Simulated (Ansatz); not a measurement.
# Ti2GeC: the cost of one run

Computed with Ansatz 0.2.0 (DFT PBEsol, scalar-relativistic, plane waves, PAW, unless a step's input says otherwise).

## Step 1: Starting point

Symmetry: P6_3/mmc, No. 194, hexagonal system. The conventional cell has a = 3.087 Å, b = 3.087 Å, c = 12.916 Å, α = 90.00°, β = 90.00°, γ = 120.00°. Ti (site symmetry 3m) has 3 C at 2.12 Å as nearest neighbours. Ge (site symmetry -6m2) has 6 Ti at 2.74 Å and 6 Ge at 3.09 Å as nearest neighbours. C (site symmetry -3m) is surrounded by 6 Ti at 2.12 Å.

Structure file:

```
CELL_PARAMETERS angstrom
3.08729 0.00000 0.00000
-1.54365 2.67367 0.00000
0.00000 0.00000 12.91561
ATOMIC_POSITIONS crystal
Ti 0.66667 0.33333 0.58934
Ti 0.33333 0.66667 0.41066
Ti 0.33333 0.66667 0.08934
Ti 0.66667 0.33333 0.91066
Ge 0.66667 0.33333 0.25000
Ge 0.33333 0.66667 0.75000
C 0.00000 0.00000 0.50000
C 0.00000 0.00000 0.00000
```

This is candidate A: structure listed in a database for this formula (P6_3/mmc, No. 194).

(A quick probe on a coarse mesh, which set the mesh and smearing, is not shown.)

## Step 3: Rough relaxation on the coarse mesh (candidate A)

input.yaml

```yaml
crystal:
  lattice:
    - [3.0872933698, 0.0, 0.0]
    - [-1.5436466849, 2.6736744872, 0.0]
    - [0.0, 0.0, 12.91561085]
  atoms:
    - { symbol: Ti, position: [0.66666667, 0.33333333, 0.58934092] }
    - { symbol: Ti, position: [0.33333333, 0.66666667, 0.41065908] }
    - { symbol: Ti, position: [0.33333333, 0.66666667, 0.08934092] }
    - { symbol: Ti, position: [0.66666667, 0.33333333, 0.91065908] }
    - { symbol: Ge, position: [0.66666667, 0.33333333, 0.25] }
    - { symbol: Ge, position: [0.33333333, 0.66666667, 0.75] }
    - { symbol: C, position: [0.0, 0.0, 0.5] }
    - { symbol: C, position: [0.0, 0.0, 0.0] }
basis:
  ecutwfc: 420
kpoints:
  mp_grid: { grid: [6, 6, 2] }
hamiltonian:
  xc: pbesol
scf:
  occupations: { method: gaussian, width: 0.1 }
  lower_state_search: "off"
output:
  forces: true
  stress: true
  eigenvalues: true
relax:
  adjacent_minimum: "off"
  f_tol: 0.04
  max_steps: 70
  cell: { stress_tol: 0.4 }
```

On the command line:

```
ansatz run input.yaml --threads 1 --pin off --max-ram 2560MiB --backend cpu --events-out ev --progress --plain --runs-dir out
```

Q: Estimate wall time and peak memory on 1 thread of Arm Neoverse V1, shared host.

About 22 s, with a peak of 0.41 GiB.
